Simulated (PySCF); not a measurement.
# C3H7BO: electronic excitations at several levels of theory

How much do the electronic excitations of C3H7BO (`BC(=C)OC`) depend on the level of theory, and what does each level cost?

Programs: PySCF 2.14.0, with density-fitted response routines of our own. Each step states its level of theory. These are calculated values for one molecule in the gas phase, unless marked as measured. Atoms are numbered from 0 throughout.

### 1 The molecule as given

12 atoms, charge 0, multiplicity 1; geometry from: PBE0-D3(BJ)/def2-SVP.

Bonds of the start (Å): B0–C1 1.55, C1–C2 1.36, C1–O3 1.36, O3–C4 1.40, B0–H5 1.21, B0–H6 1.21, C2–H7 1.09, C2–H8 1.10, C4–H9 1.10, C4–H10 1.10, C4–H11 1.10.

### 2 TDDFT and polarisability: LDA/def2-SVPD

What the job is given:

```
{"job": {"kind": "uv", "xc": "LDA", "basis": "def2-SVPD", "ip": true}, "charge": 0, "multiplicity": 1}
B      0.552873     1.034368     0.971869
C      0.573914    -0.224268     0.071378
C      1.762958    -0.853413    -0.099369
O     -0.499718    -0.765113    -0.555756
C     -1.743206    -0.134664    -0.427809
H     -0.448745     1.659355     1.222154
H      1.603137     1.393982     1.444346
H      2.658978    -0.462009     0.380750
H      1.844304    -1.756644    -0.713917
H     -2.451968    -0.711264    -1.037717
H     -2.100567    -0.124614     0.617029
H     -1.723072     0.905917    -0.796206
```

With the program's defaults for keys left out, this is: TDDFT LDA/def2-SVPD, vertical, gas phase, core orbitals frozen in the response.

Launch:

```console
> OMP_NUM_THREADS=1 python probes_run.py task.json out
```

This one command runs all jobs of the session in turn.

The log of the run:

```text
coarse grid: 9776 points
cycle   1  E = -216.3264988059  dE =  2.760e-01  |g| = 5.485e-01  |ddm| = 5.543e+00
cycle   2  E = -216.1394970100  dE =  1.870e-01  |g| = 1.106e+00  |ddm| = 1.658e+00
cycle   3  E = -216.3895905291  dE = -2.501e-01  |g| = 2.011e-01  |ddm| = 1.098e+00
cycle   4  E = -216.3971056852  dE = -7.515e-03  |g| = 8.311e-02  |ddm| = 3.592e-01
cycle   5  E = -216.3977760948  dE = -6.704e-04  |g| = 6.321e-02  |ddm| = 1.654e-01
cycle   6  E = -216.3991797665  dE = -1.404e-03  |g| = 8.455e-03  |ddm| = 1.027e-01
cycle   7  E = -216.3991966502  dE = -1.688e-05  |g| = 2.792e-03  |ddm| = 1.840e-02
cycle   8  E = -216.3991989356  dE = -2.285e-06  |g| = 4.775e-04  |ddm| = 5.097e-03
final grid: 93648 points
cycle   9  E = -216.4594271358  dE = -5.584e-05  |g| = 3.851e-03  |ddm| = 1.475e-01
cycle  10  E = -216.4594157148  dE =  1.142e-05  |g| = 7.276e-03  |ddm| = 1.503e-02
cycle  11  E = -216.4594286525  dE = -1.294e-05  |g| = 2.851e-03  |ddm| = 1.066e-02
cycle  12  E = -216.4594312555  dE = -2.603e-06  |g| = 3.307e-04  |ddm| = 3.965e-03
cycle  13  E = -216.4594312823  dE = -2.672e-08  |g| = 9.967e-05  |ddm| = 9.006e-04
cycle  14  E = -216.4594312849  dE = -2.607e-09  |g| = 3.328e-05  |ddm| = 2.174e-04
cycle  15  E = -216.4594312851  dE = -2.605e-10  |g| = 7.722e-06  |ddm| = 5.089e-05
converged SCF energy = -216.4594312851

Static polarisability (au): isotropic 63.588, principal 44.087 65.625 81.053

Singlet excitations
state   eV       nm        f      main configurations
  1   3.4913    355.1   0.06828   H->L 0.92
  2   4.2565    291.3   0.00042   H-1->L 0.99
  3   4.7695    260.0   0.00006   H-2->L 0.99
  4   5.9176    209.5   0.09891   H-3->L 0.85
  5   5.9927    206.9   0.00556   H-4->L 0.98
  6   6.1442    201.8   0.04032   H->L+2 0.96
  7   6.6512    186.4   0.00090   H->L+3 0.99
  8   6.8344    181.4   0.00029   H-5->L 0.98
  9   6.9501    178.4   0.23582   H->L+1 0.82
 10   7.0246    176.5   0.00216   H->L+4 0.99

Triplet excitations (Tamm-Dancoff, eV): 2.3174 3.9885 4.3829 5.1987
Vertical ionisation energy (delta-SCF) = 9.2160 eV
Vertical electron affinity (delta-SCF) = 0.4641 eV
```

Wall time 34 s (1 thread of Arm Neoverse V1, shared host); peak memory 0.43 GiB.

Frontier orbitals and where they lie:

```tsv
orbital	eV	atoms
HOMO−3	-8.73	C1 24 %, O3 20 %, C4 20 %
HOMO−2	-7.95	B0 41 %, H6 24 %, H5 17 %
HOMO−1	-7.49	O3 33 %, B0 19 %, C1 16 %
HOMO	-6.04	O3 37 %, C2 26 %, C1 14 %
LUMO	-3.35	B0 40 %, C2 26 %, C1 17 %
LUMO+1	0.08	C1 32 %, B0 22 %, C2 13 %
LUMO+2	0.10	B0 30 %, C4 18 %, C2 8 %
```

With each of the 10 states as a Gaussian band of 0.4 eV half-width at 1/e, the curve within the window shown has maxima at 355 nm (ε 2,800), 207 nm (ε 5,500), 178 nm (ε 9,700) L/(mol cm). Beyond the last state computed it falls off for lack of states. The curve at chosen wavelengths:

(nm, ε (L/mol/cm)): (169, 4029), (179, 9644), (190, 4154), (200, 4570), (210, 5329), (221, 2509), (231, 632), (242, 79), (252, 11), (262, 7), (273, 15), (283, 37), (293, 111), (304, 343), (314, 772), (324, 1392), (335, 2119), (345, 2599), (355, 2765), (366, 2576), (376, 2173), (387, 1636), (397, 1173), (407, 793), (418, 487), (428, 300)

Further results of this job:

```tsv
property	computed
dipole moment (D)	0.60
polarisability (Å³)	9.42
HOMO–LUMO gap (eV)	2.68
−ε(HOMO) (eV)	6.04
```

### 3 Ultraviolet spectrum: PBE/def2-SVPD

Settings changed since step 2:

```diff
@@ -1,2 +1,2 @@
-{"job": {"kind": "uv", "xc": "LDA", "basis": "def2-SVPD", "ip": true}, "charge": 0, "multiplicity": 1}
+{"job": {"kind": "uv", "xc": "PBE", "basis": "def2-SVPD", "ip": true}, "charge": 0, "multiplicity": 1}
 B      0.552873     1.034368     0.971869
```

Method: TDDFT PBE/def2-SVPD, vertical, gas phase, core orbitals frozen in the response.

The log of the run:

```text
coarse grid: 9776 points
cycle   1  E = -217.9849679132  dE =  2.807e-01  |g| = 5.360e-01  |ddm| = 5.306e+00
cycle   2  E = -217.8136161376  dE =  1.714e-01  |g| = 1.064e+00  |ddm| = 1.644e+00
cycle   3  E = -218.0443463957  dE = -2.307e-01  |g| = 1.939e-01  |ddm| = 1.076e+00
cycle   4  E = -218.0510179484  dE = -6.672e-03  |g| = 8.776e-02  |ddm| = 3.400e-01
cycle   5  E = -218.0522843895  dE = -1.266e-03  |g| = 5.615e-02  |ddm| = 1.627e-01
cycle   6  E = -218.0533788335  dE = -1.094e-03  |g| = 7.762e-03  |ddm| = 9.037e-02
cycle   7  E = -218.0533929410  dE = -1.411e-05  |g| = 2.656e-03  |ddm| = 1.586e-02
cycle   8  E = -218.0533950732  dE = -2.132e-06  |g| = 4.525e-04  |ddm| = 4.864e-03
final grid: 93648 points
cycle   9  E = -218.1063410510  dE = -2.672e-05  |g| = 1.683e-02  |ddm| = 1.583e-01
cycle  10  E = -218.1060679495  dE =  2.731e-04  |g| = 3.825e-02  |ddm| = 5.661e-02
cycle  11  E = -218.1063802221  dE = -3.123e-04  |g| = 8.650e-03  |ddm| = 4.315e-02
cycle  12  E = -218.1064034042  dE = -2.318e-05  |g| = 1.431e-03  |ddm| = 1.200e-02
cycle  13  E = -218.1064038932  dE = -4.890e-07  |g| = 3.025e-04  |ddm| = 1.863e-03
cycle  14  E = -218.1064039202  dE = -2.703e-08  |g| = 8.689e-05  |ddm| = 7.148e-04
cycle  15  E = -218.1064039227  dE = -2.414e-09  |g| = 2.591e-05  |ddm| = 2.023e-04
cycle  16  E = -218.1064039228  dE = -1.723e-10  |g| = 7.183e-06  |ddm| = 4.348e-05
converged SCF energy = -218.1064039228

Static polarisability (au): isotropic 62.708, principal 43.300 64.548 80.274

Singlet excitations
state   eV       nm        f      main configurations
  1   3.5787    346.5   0.07417   H->L 0.93
  2   4.3997    281.8   0.00042   H-1->L 1.00
  3   4.9736    249.3   0.00007   H-2->L 1.00
  4   6.0026    206.6   0.03805   H->L+1 0.98
  5   6.0064    206.4   0.09485   H-3->L 0.85
  6   6.1931    200.2   0.00271   H-4->L 0.99
  7   6.5180    190.2   0.00205   H->L+3 0.99
  8   6.8580    180.8   0.00114   H->L+4 0.99
  9   6.9809    177.6   0.22680   H->L+2 0.83
 10   7.0105    176.9   0.00272   H-5->L 0.98

Triplet excitations (Tamm-Dancoff, eV): 2.2417 4.0642 4.4803 5.2600
Vertical ionisation energy (delta-SCF) = 8.9725 eV
Vertical electron affinity (delta-SCF) = 0.3085 eV
```

Wall time 47 s (1 thread of Arm Neoverse V1, shared host); peak memory 0.63 GiB.

This run: HOMO -5.86 eV, LUMO -3.08 eV; lowest singlet 3.58 eV.

### 4 Ultraviolet spectrum: B3LYP/def2-SVPD

Settings changed since step 3:

```diff
@@ -1,2 +1,2 @@
-{"job": {"kind": "uv", "xc": "PBE", "basis": "def2-SVPD", "ip": true}, "charge": 0, "multiplicity": 1}
+{"job": {"kind": "uv", "xc": "B3LYP", "basis": "def2-SVPD", "ip": true}, "charge": 0, "multiplicity": 1}
 B      0.552873     1.034368     0.971869
```

Level: TDDFT B3LYP/def2-SVPD, vertical, gas phase, core orbitals frozen in the response.

The log of the run:

```text
coarse grid: 9776 points
cycle   1  E = -218.3066124426  dE =  3.499e-01  |g| = 4.927e-01  |ddm| = 5.313e+00
cycle   2  E = -218.2375968269  dE =  6.902e-02  |g| = 7.851e-01  |ddm| = 1.361e+00
cycle   3  E = -218.3551557834  dE = -1.176e-01  |g| = 9.861e-02  |ddm| = 7.833e-01
cycle   4  E = -218.3568331889  dE = -1.677e-03  |g| = 4.268e-02  |ddm| = 1.835e-01
cycle   5  E = -218.3572208106  dE = -3.876e-04  |g| = 1.992e-02  |ddm| = 7.425e-02
cycle   6  E = -218.3573441293  dE = -1.233e-04  |g| = 3.392e-03  |ddm| = 3.389e-02
cycle   7  E = -218.3573470177  dE = -2.888e-06  |g| = 8.371e-04  |ddm| = 6.655e-03
final grid: 93648 points
cycle   8  E = -218.4051279843  dE = -3.787e-05  |g| = 5.427e-03  |ddm| = 1.099e-01
cycle   9  E = -218.4051217523  dE =  6.232e-06  |g| = 7.473e-03  |ddm| = 1.635e-02
cycle  10  E = -218.4051352385  dE = -1.349e-05  |g| = 1.381e-03  |ddm| = 9.086e-03
cycle  11  E = -218.4051357282  dE = -4.897e-07  |g| = 1.849e-04  |ddm| = 1.854e-03
cycle  12  E = -218.4051357345  dE = -6.297e-09  |g| = 1.096e-04  |ddm| = 4.199e-04
cycle  13  E = -218.4051357371  dE = -2.622e-09  |g| = 2.439e-05  |ddm| = 1.448e-04
cycle  14  E = -218.4051357373  dE = -1.535e-10  |g| = 7.335e-06  |ddm| = 5.471e-05
converged SCF energy = -218.4051357373

Static polarisability (au): isotropic 60.955, principal 42.530 61.891 78.445

Singlet excitations
state   eV       nm        f      main configurations
  1   4.1473    299.0   0.12228   H->L 0.96
  2   5.0242    246.8   0.00087   H-1->L 0.98
  3   5.4735    226.5   0.00003   H-2->L 0.98
  4   6.3600    194.9   0.04669   H->L+1 0.97
  5   6.6107    187.6   0.08077   H-3->L 0.89, H->L+3 0.08
  6   6.8891    180.0   0.00126   H->L+2 0.94
  7   7.0446    176.0   0.00314   H-4->L 0.97
  8   7.2526    171.0   0.00150   H->L+4 0.93
  9   7.3236    169.3   0.23499   H->L+3 0.86
 10   7.4685    166.0   0.00034   H->L+5 0.96

Triplet excitations (Tamm-Dancoff, eV): 2.5091 4.6297 4.9859 5.8969
Vertical ionisation energy (delta-SCF) = 9.0390 eV
Vertical electron affinity (delta-SCF) = 0.2421 eV
```

Run time: 33 s. Hardware: 1 thread of Arm Neoverse V1, shared host; peak memory 0.73 GiB.

In short: HOMO -6.77 eV, LUMO -2.33 eV; lowest singlet 4.15 eV.

### 5 Ultraviolet spectrum: PBE0/def2-SVPD

Settings changed since step 4:

```diff
@@ -1,2 +1,2 @@
-{"job": {"kind": "uv", "xc": "B3LYP", "basis": "def2-SVPD", "ip": true}, "charge": 0, "multiplicity": 1}
+{"job": {"kind": "uv", "xc": "PBE0", "basis": "def2-SVPD", "ip": true}, "charge": 0, "multiplicity": 1}
 B      0.552873     1.034368     0.971869
```

Method: TDDFT PBE0/def2-SVPD, vertical, gas phase, core orbitals frozen in the response.

The log of the run:

```text
coarse grid: 9776 points
cycle   1  E = -218.0500651462  dE =  3.725e-01  |g| = 4.352e-01  |ddm| = 4.706e+00
cycle   2  E = -218.0139234640  dE =  3.614e-02  |g| = 6.293e-01  |ddm| = 1.192e+00
cycle   3  E = -218.0885334125  dE = -7.461e-02  |g| = 8.086e-02  |ddm| = 6.837e-01
cycle   4  E = -218.0896578222  dE = -1.124e-03  |g| = 3.347e-02  |ddm| = 1.401e-01
cycle   5  E = -218.0898983585  dE = -2.405e-04  |g| = 1.505e-02  |ddm| = 5.903e-02
cycle   6  E = -218.0899671874  dE = -6.883e-05  |g| = 2.412e-03  |ddm| = 2.426e-02
cycle   7  E = -218.0899686497  dE = -1.462e-06  |g| = 5.968e-04  |ddm| = 4.506e-03
final grid: 93648 points
cycle   8  E = -218.1291901664  dE = -3.368e-05  |g| = 9.780e-03  |ddm| = 1.138e-01
cycle   9  E = -218.1291691724  dE =  2.099e-05  |g| = 1.436e-02  |ddm| = 2.789e-02
cycle  10  E = -218.1292099113  dE = -4.074e-05  |g| = 1.865e-03  |ddm| = 1.521e-02
cycle  11  E = -218.1292107977  dE = -8.864e-07  |g| = 3.209e-04  |ddm| = 2.624e-03
cycle  12  E = -218.1292108182  dE = -2.051e-08  |g| = 1.614e-04  |ddm| = 5.989e-04
cycle  13  E = -218.1292108247  dE = -6.525e-09  |g| = 3.186e-05  |ddm| = 2.688e-04
cycle  14  E = -218.1292108251  dE = -3.204e-10  |g| = 7.356e-06  |ddm| = 8.322e-05
converged SCF energy = -218.1292108251

Static polarisability (au): isotropic 60.368, principal 42.171 61.244 77.691

Singlet excitations
state   eV       nm        f      main configurations
  1   4.2483    291.8   0.12983   H->L 0.97
  2   5.0877    243.7   0.00099   H-1->L 0.96
  3   5.5022    225.3   0.00005   H-2->L 0.97
  4   6.6131    187.5   0.05089   H->L+1 0.94
  5   6.7584    183.5   0.07852   H-3->L 0.90
  6   7.1702    172.9   0.00134   H->L+2 0.72, H-4->L 0.20
  7   7.2029    172.1   0.00210   H-4->L 0.76, H->L+2 0.19
  8   7.4843    165.7   0.24011   H->L+3 0.87
  9   7.5335    164.6   0.00227   H->L+4 0.87
 10   7.7152    160.7   0.00031   H->L+5 0.89

Triplet excitations (Tamm-Dancoff, eV): 2.4663 4.5959 4.9252 5.9871
Vertical ionisation energy (delta-SCF) = 9.0081 eV
Vertical electron affinity (delta-SCF) = 0.2890 eV
```

It took 33 s on 1 thread of Arm Neoverse V1, shared host; peak memory 0.73 GiB.

This run: HOMO -6.98 eV, LUMO -2.14 eV; lowest singlet 4.25 eV.

### 6 Excited states and response: BHandHLYP/def2-SVPD

Settings changed since step 5:

```diff
@@ -1,2 +1,2 @@
-{"job": {"kind": "uv", "xc": "PBE0", "basis": "def2-SVPD", "ip": true}, "charge": 0, "multiplicity": 1}
+{"job": {"kind": "uv", "xc": "BHandHLYP", "basis": "def2-SVPD", "ip": true}, "charge": 0, "multiplicity": 1}
 B      0.552873     1.034368     0.971869
```

With the program's defaults for keys left out, this is: TDDFT BHandHLYP/def2-SVPD, vertical, gas phase, core orbitals frozen in the response.

The log of the run:

```text
coarse grid: 9776 points
cycle   1  E = -218.1907510643  dE =  4.830e-01  |g| = 4.404e-01  |ddm| = 4.656e+00
cycle   2  E = -218.1952298344  dE = -4.479e-03  |g| = 4.577e-01  |ddm| = 1.141e+00
cycle   3  E = -218.2328634252  dE = -3.763e-02  |g| = 5.991e-02  |ddm| = 5.566e-01
cycle   4  E = -218.2335167594  dE = -6.533e-04  |g| = 2.003e-02  |ddm| = 9.075e-02
cycle   5  E = -218.2336023765  dE = -8.562e-05  |g| = 8.238e-03  |ddm| = 4.564e-02
cycle   6  E = -218.2336210623  dE = -1.869e-05  |g| = 9.332e-04  |ddm| = 1.134e-02
cycle   7  E = -218.2336213186  dE = -2.563e-07  |g| = 3.168e-04  |ddm| = 2.053e-03
final grid: 93648 points
cycle   8  E = -218.2653198046  dE = -1.753e-05  |g| = 2.147e-03  |ddm| = 6.189e-02
cycle   9  E = -218.2653203074  dE = -5.028e-07  |g| = 1.796e-03  |ddm| = 6.985e-03
cycle  10  E = -218.2653210888  dE = -7.814e-07  |g| = 2.504e-04  |ddm| = 2.346e-03
cycle  11  E = -218.2653210983  dE = -9.496e-09  |g| = 1.611e-04  |ddm| = 5.225e-04
cycle  12  E = -218.2653211044  dE = -6.177e-09  |g| = 1.916e-05  |ddm| = 2.185e-04
cycle  13  E = -218.2653211045  dE = -1.025e-10  |g| = 7.599e-06  |ddm| = 3.658e-05
converged SCF energy = -218.2653211045

Static polarisability (au): isotropic 58.823, principal 41.463 58.783 76.222

Singlet excitations
state   eV       nm        f      main configurations
  1   4.7731    259.8   0.19691   H->L 0.99
  2   5.6698    218.7   0.00152   H-1->L 0.84, H-2->L 0.09
  3   6.0478    205.0   0.00036   H-2->L 0.87
  4   6.8729    180.4   0.06189   H->L+1 0.81, H->L+3 0.10
  5   7.5481    164.3   0.00038   H->L+2 0.76, H->L+3 0.11, H->L+1 0.10
  6   7.5888    163.4   0.07514   H-3->L 0.59, H->L+4 0.38
  7   7.8755    157.4   0.20065   H->L+4 0.58, H-3->L 0.39
  8   7.8796    157.3   0.00189   H->L+3 0.69, H->L+2 0.14
  9   7.9748    155.5   0.00070   H->L+5 0.85
 10   8.2823    149.7   0.00324   H-4->L 0.75, H-5->L 0.13

Triplet excitations (Tamm-Dancoff, eV): 2.6629 5.1385 5.4691 6.3941
Vertical ionisation energy (delta-SCF) = 8.9014 eV
```

It took 24 s on 1 thread of Arm Neoverse V1, shared host; peak memory 0.72 GiB.

In short: HOMO -7.97 eV, LUMO -1.07 eV; lowest singlet 4.77 eV.

### 7 TDDFT and polarisability: CAM-B3LYP/def2-SVPD

Settings changed since step 6:

```diff
@@ -1,2 +1,2 @@
-{"job": {"kind": "uv", "xc": "BHandHLYP", "basis": "def2-SVPD", "ip": true}, "charge": 0, "multiplicity": 1}
+{"job": {"kind": "uv", "xc": "CAM-B3LYP", "basis": "def2-SVPD", "ip": true}, "charge": 0, "multiplicity": 1}
 B      0.552873     1.034368     0.971869
```

Level: TDDFT CAM-B3LYP/def2-SVPD, vertical, gas phase, core orbitals frozen in the response.

The log of the run:

```text
coarse grid: 9776 points
cycle   1  E = -218.1837935243  dE =  4.762e-01  |g| = 4.750e-01  |ddm| = 5.101e+00
cycle   2  E = -218.1694288280  dE =  1.436e-02  |g| = 5.860e-01  |ddm| = 1.238e+00
cycle   3  E = -218.2298809255  dE = -6.045e-02  |g| = 5.562e-02  |ddm| = 6.466e-01
cycle   4  E = -218.2303971768  dE = -5.163e-04  |g| = 2.469e-02  |ddm| = 9.778e-02
cycle   5  E = -218.2305332388  dE = -1.361e-04  |g| = 9.125e-03  |ddm| = 5.376e-02
cycle   6  E = -218.2305559037  dE = -2.266e-05  |g| = 1.208e-03  |ddm| = 1.356e-02
cycle   7  E = -218.2305563017  dE = -3.979e-07  |g| = 4.141e-04  |ddm| = 2.523e-03
final grid: 93648 points
cycle   8  E = -218.2794905850  dE = -2.777e-05  |g| = 3.093e-03  |ddm| = 6.870e-02
cycle   9  E = -218.2794910307  dE = -4.457e-07  |g| = 3.060e-03  |ddm| = 9.478e-03
cycle  10  E = -218.2794930522  dE = -2.022e-06  |g| = 4.682e-04  |ddm| = 3.768e-03
cycle  11  E = -218.2794930923  dE = -4.006e-08  |g| = 1.773e-04  |ddm| = 7.439e-04
cycle  12  E = -218.2794931000  dE = -7.696e-09  |g| = 2.597e-05  |ddm| = 3.074e-04
cycle  13  E = -218.2794931002  dE = -1.879e-10  |g| = 1.139e-05  |ddm| = 5.121e-05
converged SCF energy = -218.2794931002

Static polarisability (au): isotropic 60.002, principal 42.151 60.439 77.416

Singlet excitations
state   eV       nm        f      main configurations
  1   4.4774    276.9   0.15815   H->L 0.98
  2   5.2960    234.1   0.00122   H-1->L 0.90
  3   5.6916    217.8   0.00013   H-2->L 0.93
  4   6.7155    184.6   0.05460   H->L+1 0.79, H->L+3 0.13
  5   7.1527    173.3   0.07001   H-3->L 0.81, H->L+4 0.16
  6   7.4299    166.9   0.00031   H->L+2 0.77, H->L+3 0.11
  7   7.6045    163.0   0.22187   H->L+4 0.80, H-3->L 0.16
  8   7.7071    160.9   0.00174   H-4->L 0.78
  9   7.7452    160.1   0.00774   H->L+3 0.58, H->L+2 0.12, H->L+1 0.09
 10   7.8420    158.1   0.00013   H->L+5 0.80

Triplet excitations (Tamm-Dancoff, eV): 2.5932 4.8214 5.1500 6.2288
Vertical ionisation energy (delta-SCF) = 9.0667 eV
Vertical electron affinity (delta-SCF) = 0.2506 eV
```

Wall time 40 s (1 thread of Arm Neoverse V1, shared host); peak memory 0.81 GiB.

In short: HOMO -8.24 eV, LUMO -1.02 eV; lowest singlet 4.48 eV.

### 8 Excited states and response: wB97X-D/def2-SVPD

Settings changed since step 7:

```diff
@@ -1,2 +1,2 @@
-{"job": {"kind": "uv", "xc": "CAM-B3LYP", "basis": "def2-SVPD", "ip": true}, "charge": 0, "multiplicity": 1}
+{"job": {"kind": "uv", "xc": "wB97X-D", "basis": "def2-SVPD", "ip": true}, "charge": 0, "multiplicity": 1}
 B      0.552873     1.034368     0.971869
```

Level: TDDFT wB97X-D/def2-SVPD, vertical, gas phase, core orbitals frozen in the response.

The log of the run:

```text
coarse grid: 9776 points
cycle   1  E = -218.2348845372  dE =  5.020e-01  |g| = 4.755e-01  |ddm| = 4.602e+00
cycle   2  E = -218.2327663652  dE =  2.118e-03  |g| = 5.332e-01  |ddm| = 1.157e+00
cycle   3  E = -218.2823443687  dE = -4.958e-02  |g| = 4.928e-02  |ddm| = 6.037e-01
cycle   4  E = -218.2828320589  dE = -4.877e-04  |g| = 2.062e-02  |ddm| = 9.337e-02
cycle   5  E = -218.2829320954  dE = -1.000e-04  |g| = 7.507e-03  |ddm| = 5.322e-02
cycle   6  E = -218.2829479777  dE = -1.588e-05  |g| = 1.088e-03  |ddm| = 1.197e-02
cycle   7  E = -218.2829483606  dE = -3.829e-07  |g| = 4.486e-04  |ddm| = 3.210e-03
final grid: 93648 points
cycle   8  E = -218.3220305663  dE = -8.502e-05  |g| = 2.608e-03  |ddm| = 1.103e-01
cycle   9  E = -218.3220330399  dE = -2.474e-06  |g| = 1.226e-03  |ddm| = 1.494e-02
cycle  10  E = -218.3220333118  dE = -2.719e-07  |g| = 8.443e-04  |ddm| = 2.832e-03
cycle  11  E = -218.3220334682  dE = -1.564e-07  |g| = 1.689e-04  |ddm| = 1.425e-03
cycle  12  E = -218.3220334806  dE = -1.236e-08  |g| = 5.666e-05  |ddm| = 4.410e-04
cycle  13  E = -218.3220334829  dE = -2.294e-09  |g| = 2.972e-05  |ddm| = 1.834e-04
cycle  14  E = -218.3220334834  dE = -5.197e-10  |g| = 7.675e-06  |ddm| = 1.204e-04
converged SCF energy = -218.3220334834

Static polarisability (au): isotropic 60.011, principal 42.536 60.238 77.260

Singlet excitations
state   eV       nm        f      main configurations
  1   4.4952    275.8   0.15820   H->L 0.98
  2   5.3347    232.4   0.00131   H-1->L 0.92
  3   5.7375    216.1   0.00007   H-2->L 0.94
  4   6.9326    178.8   0.06600   H->L+1 0.73, H->L+3 0.18
  5   7.1827    172.6   0.07281   H-3->L 0.84, H->L+4 0.13
  6   7.7072    160.9   0.23987   H->L+4 0.83, H-3->L 0.13
  7   7.7506    160.0   0.00271   H-4->L 0.79
  8   7.7922    159.1   0.00246   H->L+2 0.64, H->L+3 0.17, H->L+1 0.08
  9   8.0644    153.7   0.00604   H->L+3 0.38, H->L+5 0.22, H->L+2 0.17
 10   8.0957    153.1   0.00071   H-5->L 0.45, H->L+5 0.34

Triplet excitations (Tamm-Dancoff, eV): 2.7027 4.9067 5.2622 6.3937
Vertical ionisation energy (delta-SCF) = 9.0158 eV
Vertical electron affinity (delta-SCF) = 0.1672 eV
```

Wall time 37 s (1 thread of Arm Neoverse V1, shared host); peak memory 0.77 GiB.

Key values: HOMO -8.76 eV, LUMO -0.27 eV; lowest singlet 4.50 eV.

[end of part 1 of 2]
